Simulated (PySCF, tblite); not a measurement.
# C₆H₉BN₂: geometry, infrared bands and NMR shifts

What infrared bands and NMR shifts should C₆H₉BN₂ (`CC#[N+][BH2-]C1(C#N)CC1`) show?

Computed with tblite 0.8.0 and PySCF 2.14.0, with density-fitted response routines of our own, on a single molecule in the gas phase. Atoms count from 0, in the outputs and in this text.

## 1. The starting structure

18 atoms, charge 0, multiplicity 1; geometry from: force field or distance geometry start.

Bonds of the start (Å): C0–C1 1.48, C1–N2 1.14, N2–B3 1.51, B3–C4 1.62, C4–C5 1.47, C5–N6 1.15, C4–C7 1.52, C7–C8 1.53, C8–C4 1.52, C0–H9 1.10, C0–H10 1.11, C0–H11 1.11, B3–H12 1.18, B3–H13 1.18, C7–H14 1.12, C7–H15 1.11, C8–H16 1.11, C8–H17 1.12.

## 2. Optimising the geometry with GFN2-xTB

What the job is given:

```
{"job": {"kind": "relax", "xc": "GFN2-xTB", "basis": "xTB"}, "charge": 0, "multiplicity": 1}
C      2.929000    -1.088000     1.695100
C      2.014800    -0.586200     0.645300
N      1.315500    -0.203500    -0.164500
B      0.386600     0.309300    -1.232000
C     -1.142100     0.086500    -0.750800
C     -1.661100    -1.280600    -0.609800
N     -2.060200    -2.354500    -0.492000
C     -1.713400     1.107900     0.222100
C     -2.161300     1.102800    -1.237600
H      3.818500    -1.527800     1.229500
H      2.397600    -1.860900     2.295600
H      3.216800    -0.247800     2.356600
H      0.575700    -0.301300    -2.221900
H      0.621000     1.454300    -1.425300
H     -2.499600     0.732800     0.919100
H     -1.068200     1.963800     0.492600
H     -1.773800     1.974200    -1.813200
H     -3.204500     0.725400    -1.380500
```

The run is started by

```sh
$ OMP_NUM_THREADS=1 python probes_run.py task.json out
```

One launch serves the whole session: the jobs run in the order shown.

The program printed:

```text
step      E/eV     max force
  0    -664.45554    3.061
  1    -664.45382    6.274
  2    -664.70382    1.135
  3    -664.74706    0.872
  4    -664.75588    2.582
  5    -664.79245    0.449
  6    -664.81016    0.495
  7    -664.82643    0.446
  8    -664.83039    0.176
  9    -664.83451    0.254
 10    -664.83724    0.271
 11    -664.83915    0.158
 12    -664.84043    0.112
 13    -664.84193    0.234
 14    -664.84339    0.264
 15    -664.84446    0.158
 16    -664.84512    0.082
 17    -664.84577    0.127
 18    -664.84674    0.221
 19    -664.84787    0.216
 20    -664.84879    0.108
 21    -664.84949    0.079
 22    -664.85029    0.185
 23    -664.85129    0.256
 24    -664.85224    0.216
 25    -664.85282    0.087
 26    -664.85306    0.039
 27    -664.85322    0.066
 28    -664.85346    0.090
 29    -664.85371    0.072
 30    -664.85396    0.051
 31    -664.85423    0.056
 32    -664.85466    0.100
 33    -664.85535    0.156
 34    -664.85629    0.168
 35    -664.85725    0.112
 36    -664.85802    0.086
 37    -664.85868    0.065
 38    -664.85952    0.114
 39    -664.86062    0.135
 40    -664.86169    0.159
 41    -664.86268    0.121
 42    -664.86373    0.222
 43    -664.86459    0.245
 44    -664.86545    0.157
 45    -664.86683    0.057
 46    -664.86787    0.068
 47    -664.86954    0.099
 48    -664.87110    0.094
 49    -664.87273    0.085
 50    -664.87451    0.135
 51    -664.87604    0.184
 52    -664.87684    0.093
 53    -664.87788    0.063
 54    -664.87840    0.055
 55    -664.87888    0.081
 56    -664.87946    0.103
 57    -664.88008    0.097
 58    -664.88045    0.056
 59    -664.88084    0.041
 60    -664.88124    0.065
 61    -664.88167    0.049
 62    -664.88192    0.060
 63    -664.88206    0.028
 64    -664.88216    0.031
 65    -664.88228    0.029
 66    -664.88242    0.028
 67    -664.88255    0.035
 68    -664.88267    0.028
 69    -664.88282    0.029
 70    -664.88296    0.032
 71    -664.88308    0.030
 72    -664.88316    0.021
 73    -664.88326    0.021
 74    -664.88340    0.030
 75    -664.88358    0.032
 76    -664.88375    0.030
 77    -664.88389    0.032
 78    -664.88406    0.035
 79    -664.88431    0.056
 80    -664.88469    0.072
 81    -664.88520    0.068
 82    -664.88571    0.082
 83    -664.88614    0.101
 84    -664.88655    0.098
 85    -664.88705    0.077
 86    -664.88767    0.083
 87    -664.88828    0.079
 88    -664.88867    0.057
 89    -664.88893    0.044
 90    -664.88918    0.068
 91    -664.88954    0.073
 92    -664.88997    0.076
 93    -664.89082    0.076
 94    -664.89119    0.078
 95    -664.89229    0.076
 96    -664.89335    0.100
 97    -664.89388    0.118
 98    -664.89490    0.271
 99    -664.89561    0.108
100    -664.89693    0.087
101    -664.89830    0.165
102    -664.89918    0.072
103    -664.90018    0.067
104    -664.90234    0.175
105    -664.90280    0.044
106    -664.90320    0.063
107    -664.90338    0.108
108    -664.90357    0.031
109    -664.90372    0.041
110    -664.90388    0.053
111    -664.90398    0.035
112    -664.90404    0.033
113    -664.90409    0.034
114    -664.90415    0.015
115    -664.90421    0.016
116    -664.90429    0.032
117    -664.90435    0.034
118    -664.90438    0.031
119    -664.90441    0.020
120    -664.90442    0.016
121    -664.90444    0.013
122    -664.90445    0.014
123    -664.90447    0.015
124    -664.90449    0.014
125    -664.90451    0.014
126    -664.90452    0.011
127    -664.90453    0.007
```

Wall time 0.88 s (1 thread of Arm Neoverse V1, shared host); peak memory 0.18 GiB.

The steps of the relaxation: (not every step is listed) (the energy doesn't fall at every step)

| step | energy from step 0 (eV) | largest force (eV/Å) |
| --- | --- | --- |
| 0 | 0.0000 | 3.0615 |
| 1 | 0.0017 | 6.2744 |
| 2 | -0.2483 | 1.1348 |
| 3 | -0.2915 | 0.8723 |
| 4 | -0.3003 | 2.5816 |
| 5 | -0.3369 | 0.4490 |
| 6 | -0.3546 | 0.4953 |
| 7 | -0.3709 | 0.4457 |
| 8 | -0.3748 | 0.1758 |
| 19 | -0.3923 | 0.2164 |
| 30 | -0.3984 | 0.0509 |
| 41 | -0.4071 | 0.1206 |
| 52 | -0.4213 | 0.0925 |
| 63 | -0.4265 | 0.0276 |
| 74 | -0.4279 | 0.0303 |
| 85 | -0.4315 | 0.0768 |
| 96 | -0.4378 | 0.1003 |
| 107 | -0.4478 | 0.1081 |
| 118 | -0.4488 | 0.0314 |
| 122 | -0.4489 | 0.0144 |
| 123 | -0.4489 | 0.0152 |
| 124 | -0.4489 | 0.0141 |
| 125 | -0.4490 | 0.0136 |
| 126 | -0.4490 | 0.0106 |
| 127 | -0.4490 | 0.0071 |

Distances of close pairs at the start and the end, largest changes first:

| bond | before (Å) | after (Å) | change (Å) |
| --- | --- | --- | --- |
| C4–C5 | 1.469 | 1.411 | -0.058 |
| C0–C1 | 1.480 | 1.425 | -0.054 |
| C8–H17 | 1.119 | 1.081 | -0.037 |
| C7–C8 | 1.527 | 1.491 | -0.036 |
| C8–H16 | 1.114 | 1.080 | -0.034 |
| C7–H14 | 1.116 | 1.082 | -0.034 |
| B3–C4 | 1.618 | 1.650 | +0.031 |
| C7–H15 | 1.105 | 1.080 | -0.026 |

The end geometry stands in the next job.

## 3. Harmonic vibrations with GFN2-xTB

What the job is given:

```
{"job": {"kind": "ir", "xc": "GFN2-xTB", "basis": "xTB"}, "charge": 0, "multiplicity": 1}
C      2.640111    -1.498949     1.455369
C      1.977894    -0.653717     0.517982
N      1.443714     0.021959    -0.242027
B      0.491442     0.691303    -1.156923
C     -0.997950     0.321030    -0.552266
C     -1.034971    -0.921687     0.114542
N     -0.942631    -1.918647     0.681284
C     -1.915045     1.391849    -0.002523
C     -2.236249     0.744750    -1.306852
H      3.533328    -1.932667     1.005933
H      1.950820    -2.296348     1.736955
H      2.917462    -0.931614     2.343691
H      0.677261     0.200970    -2.226856
H      0.716297     1.857170    -1.118903
H     -2.530933     1.153755     0.854311
H     -1.545646     2.406352    -0.008999
H     -2.080964     1.309985    -2.213460
H     -3.072700     0.060825    -1.352898
```

The program printed:

```text
mode    cm-1     km/mol
  1      24.6     10.34
  2      54.8     10.64
  3      63.5      0.26
  4     146.2      1.63
  5     153.7      1.30
  6     190.8      5.51
  7     232.6      3.21
  8     270.1      2.01
  9     301.9      0.82
 10     336.6      0.50
 11     384.4      3.78
 12     541.9      3.74
 13     551.7      5.92
 14     657.9      3.02
 15     714.2      4.07
 16     783.3      9.62
 17     804.1      0.38
 18     886.2     11.78
 19     914.5      5.53
 20     939.3      0.31
 21     960.6      9.13
 22     989.7     22.13
 23    1003.5     11.08
 24    1026.2     28.15
 25    1040.0     28.73
 26    1064.3      2.45
 27    1067.0     14.96
 28    1071.6    136.76
 29    1148.7      0.15
 30    1172.8     31.99
 31    1202.4      9.80
 32    1353.6      8.32
 33    1360.6     43.54
 34    1401.4     16.77
 35    1403.1     17.97
 36    1434.7      0.24
 37    1479.0      2.13
 38    2360.0    304.37
 39    2390.5     15.99
 40    2447.6    152.02
 41    2478.0    148.63
 42    3004.8      2.40
 43    3009.1      0.79
 44    3011.6      0.41
 45    3065.5     22.60
 46    3071.1     34.53
 47    3087.3     21.82
 48    3099.6     50.30
```

Run time: 0.63 s. Hardware: 1 thread of Arm Neoverse V1, shared host; peak memory 0.18 GiB.

Which atoms move in the most intense modes:

| cm⁻¹ | km/mol | atoms |
| --- | --- | --- |
| 1072 | 136.8 | N2 26 %, C0 22 %, C1 12 % |
| 1173 | 32.0 | H12 44 %, H13 42 % |
| 1361 | 43.5 | H10 30 %, C0 24 %, H9 24 %, H11 21 % |
| 2360 | 304.4 | C5 60 %, N6 38 % |
| 2448 | 152.0 | H12 89 % |
| 2478 | 148.6 | H13 91 % |
| 3071 | 34.5 | H17 61 %, H14 21 % |
| 3100 | 50.3 | H16 51 %, H15 30 % |

## 4. NMR shieldings: PBE0/pcSseg-1

Same as in step 3 but for these lines:

```diff
@@ -1,2 +1,2 @@
-{"job": {"kind": "ir", "xc": "GFN2-xTB", "basis": "xTB"}, "charge": 0, "multiplicity": 1}
+{"job": {"kind": "nmr", "xc": "PBE0", "basis": "pcSseg-1"}, "charge": 0, "multiplicity": 1}
 C      2.640111    -1.498949     1.455369
```

Level: GIAO PBE0/pcSseg-1 NMR shielding, non-relativistic, gas phase.

The program printed:

```text
coarse grid: 15312 points
cycle   1  E = -367.7265662559  dE =  1.432e+00  |g| = 5.559e-01  |ddm| = 3.864e+00
cycle   2  E = -367.5685195821  dE =  1.580e-01  |g| = 1.046e+00  |ddm| = 1.386e+00
cycle   3  E = -367.8091365513  dE = -2.406e-01  |g| = 1.506e-01  |ddm| = 7.818e-01
cycle   4  E = -367.8135645744  dE = -4.428e-03  |g| = 6.167e-02  |ddm| = 1.360e-01
cycle   5  E = -367.8141659034  dE = -6.013e-04  |g| = 3.026e-02  |ddm| = 5.095e-02
cycle   6  E = -367.8143468481  dE = -1.809e-04  |g| = 1.019e-02  |ddm| = 2.772e-02
cycle   7  E = -367.8143700337  dE = -2.319e-05  |g| = 1.552e-03  |ddm| = 8.989e-03
cycle   8  E = -367.8143706207  dE = -5.870e-07  |g| = 2.964e-04  |ddm| = 1.763e-03
final grid: 148792 points
cycle   9  E = -367.8639758153  dE = -4.899e-05  |g| = 7.739e-03  |ddm| = 3.577e-02
cycle  10  E = -367.8639735758  dE =  2.240e-06  |g| = 8.508e-03  |ddm| = 1.481e-02
cycle  11  E = -367.8639905408  dE = -1.696e-05  |g| = 2.313e-03  |ddm| = 7.798e-03
cycle  12  E = -367.8639916772  dE = -1.136e-06  |g| = 4.981e-04  |ddm| = 1.757e-03
cycle  13  E = -367.8639917274  dE = -5.023e-08  |g| = 1.368e-04  |ddm| = 4.435e-04
cycle  14  E = -367.8639917316  dE = -4.181e-09  |g| = 3.735e-05  |ddm| = 1.490e-04
cycle  15  E = -367.8639917318  dE = -2.397e-10  |g| = 2.097e-05  |ddm| = 4.155e-05
converged SCF energy = -367.8639917318

GIAO shielding tensors (ppm)
atom      isotropic    diamagn.    paramagn.     s11        s22        s33       span
  0 C      184.399     250.279     -65.880    174.875    177.046    201.275     26.400
  1 C       63.706     274.392    -210.686    -31.869    -24.823    247.809    279.678
  2 N       39.818     332.779    -292.960   -104.475    -99.948    323.879    428.354
  3 B      129.807     186.571     -56.764    117.991    130.253    141.177     23.187
  4 C      186.457     253.660     -67.202    160.188    168.937    230.246     70.058
  5 C       51.591     264.426    -212.834    -69.979    -68.493    293.246    363.224
  6 N       -6.061     346.040    -352.101   -167.613   -159.408    308.838    476.452
  7 C      166.959     250.526     -83.566    128.835    174.790    197.254     68.419
  8 C      173.215     254.043     -80.828    143.163    176.901    199.580     56.417
  9 H       29.304      25.361       3.944     24.334     26.709     36.870     12.536
 10 H       28.379      30.094      -1.715     22.485     28.129     34.522     12.037
 11 H       29.287      27.706       1.581     24.367     26.970     36.525     12.158
 12 H       29.368      30.240      -0.872     24.768     30.147     33.190      8.422
 13 H       30.276      31.023      -0.748     26.196     30.543     34.088      7.892
 14 H       30.747      31.198      -0.451     25.509     27.680     39.051     13.542
 15 H       31.047      31.471      -0.424     25.438     27.797     39.905     14.467
 16 H       31.146      31.117       0.029     25.142     27.964     40.331     15.189
 17 H       30.645      30.985      -0.340     25.100     27.502     39.335     14.235
```

Run time: 34 s. Hardware: 1 thread of Arm Neoverse V1, shared host; peak memory 0.86 GiB.

Shifts follow as δ = σ(reference) − σ, with reference shieldings (ppm) from runs at the same level and on the same kind of geometry: ¹H TMS 31.72, ¹³C TMS 186.9, ¹⁵N NH3 267.7, ¹¹B BF3·OEt2 100.1. The references are single molecules in the gas phase, so shifts against H2O, NH3, PH3, H3PO4 or CFCl3 are not on the usual liquid scales and can be off by tens of ppm. Atoms listed in one row are averaged.

| atoms | environment | σ (ppm) | δ (ppm) | δ scaled to CDCl3 |
| --- | --- | --- | --- | --- |
| C5 | nitrile carbon | 51.6 | 135.3 | 130.2 |
| C1 | nitrilium-type carbon | 63.7 | 123.2 | 118.3 |
| C7, C8 | three-membered-ring carbon | 170.1 | 16.8 | 14.5 |
| C0 | methyl carbon α to a nitrile | 184.4 | 2.5 | 0.6 |
| C4 | three-membered-ring carbon | 186.5 | 0.5 | -1.5 |
| H9, H10, H11 | hydrogen on a methyl carbon α to a nitrile | 28.99 | 2.73 | 2.68 |
| H12, H13 | hydrogen on a boron bonded to C, N | 29.82 | 1.90 | – |
| H14, H17 | hydrogen on a three-membered-ring carbon | 30.70 | 1.02 | 1.07 |
| H15, H16 | hydrogen on a three-membered-ring carbon | 31.10 | 0.62 | 0.69 |
| N6 | nitrile nitrogen | -6.1 | 273.8 | – |
| N2 | donor nitrogen of a Lewis adduct | 39.8 | 227.9 | – |
| B3 | boron bonded to C, N, 2 H | 129.8 | -29.7 | – |

The scaled column applies a straight-line fit of computed shieldings to shifts measured in CDCl3 (root-mean-square error 0.16 ppm for H, 1.9 ppm for C).

The run also stored atomic charges by several schemes (e):

| atoms | Mulliken | IAO | Hirshfeld | ESP fit |
| --- | --- | --- | --- | --- |
| C0 | -0.18 | -0.46 | -0.06 | -0.57 |
| C1 | 0.22 | 0.26 | 0.19 | 0.49 |
| N2 | -0.32 | 0.02 | -0.01 | -0.22 |
| B3 | 0.25 | -0.23 | -0.03 | -0.03 |
| C4 | -0.56 | -0.13 | -0.05 | -0.17 |
| C5 | 0.17 | 0.16 | 0.07 | 0.53 |
| N6 | -0.32 | -0.33 | -0.28 | -0.60 |
| C7, C8 | -0.13 | -0.27 | -0.08 | -0.28 |

Mayer bond orders: C0–C1 1.06, C1–N2 2.59, N2–B3 0.74, B3–C4 0.70, C4–C5 1.05, C5–N6 3.00, C4–C7 0.93, C7–C8 0.98, C8–C4 0.93.

Ring of atoms C4, C7, C8: NICS(0) -45.4, NICS(1) -8.7, NICS(1)zz -22.4 ppm (means of both faces).

In rings of three or four atoms NICS is ruled by the nearby σ bonds, so it says little on aromaticity.

## 5. Summary of results

```
                                                               quantity                             value
                              strongest single infrared mode (GFN2-xTB)             2360 cm⁻¹, 304 km/mol
                                           zero-point energy (GFN2-xTB)                     86.0 kcal/mol
¹³C shifts against TMS (PBE0/pcSseg-1, means over atoms taken as alike)  135.3, 123.2, 16.8, 2.5, 0.5 ppm
 ¹H shifts against TMS (PBE0/pcSseg-1, means over atoms taken as alike)        2.73, 1.90, 1.02, 0.62 ppm
                                 ¹⁵N shifts against NH3 (PBE0/pcSseg-1)                  273.8, 227.9 ppm
                            ¹¹B shifts against BF3·OEt2 (PBE0/pcSseg-1)                         -29.7 ppm
```

**Reading.** The optimisation took 127 steps and gained 0.449 eV; among the close pairs (by a distance rule), C4–C5 changed most, from 1.469 to 1.411 Å. All 48 modes are real, so the xTB geometry is a minimum. The strongest single mode, at 2360 cm⁻¹, moves mainly C5 and N6. GFN2-xTB is a fitted tight-binding method: band positions and strengths are rough. Its intensities can rank the bands wrongly. At PBE0/pcSseg-1: The widest tensor belongs to N6: span 476 ppm, with a paramagnetic part of -352 ppm.
